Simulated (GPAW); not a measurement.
VCrB4:

```
Cr V B
1.0
     2.99670    0.00000    0.00000
    -1.49835    2.59522    0.00000
     0.00000    0.00000    5.93490
Cr V B
1 1 4
Direct
  0.00000 0.00000 0.00000
  0.00000 0.00000 0.50000
  0.66667 0.33333 0.24684
  0.66667 0.33333 0.75316
  0.33333 0.66667 0.24684
  0.33333 0.66667 0.75316
```

The cell comes from a database or a generator and needn't be the stable form of this composition.

Program: GPAW 26.7.0. Alike in all runs: spin collinear, ferromagnetic start; cell as given; cutoff (eV) 800; smearing fermi-dirac 0.05 eV.

Question: Order these runs on this cell by their pressure, lowest first.
A. level PBEsol; potentials or basis PAW data sets generated in the run's folder for this functional, pw; k mesh 10 × 10 × 5
B. level LDA; potentials or basis the program's PAW data sets (release 1.2.1) made for this functional, pw; k mesh 7 × 7 × 3; band path GMKGALHA,LM,KH; band points 60
C. level PBEsol; potentials or basis PAW data sets generated in the run's folder for this functional, pw; k mesh 7 × 7 × 3; band path GMKGALHA,LM,KH; band points 60

Answer: B (-13.8 GPa), A (-5.3 GPa), C (-3.4 GPa).

Caveats: a cell with one magnetic atom can't hold antiferromagnetic order, which such compounds often take.
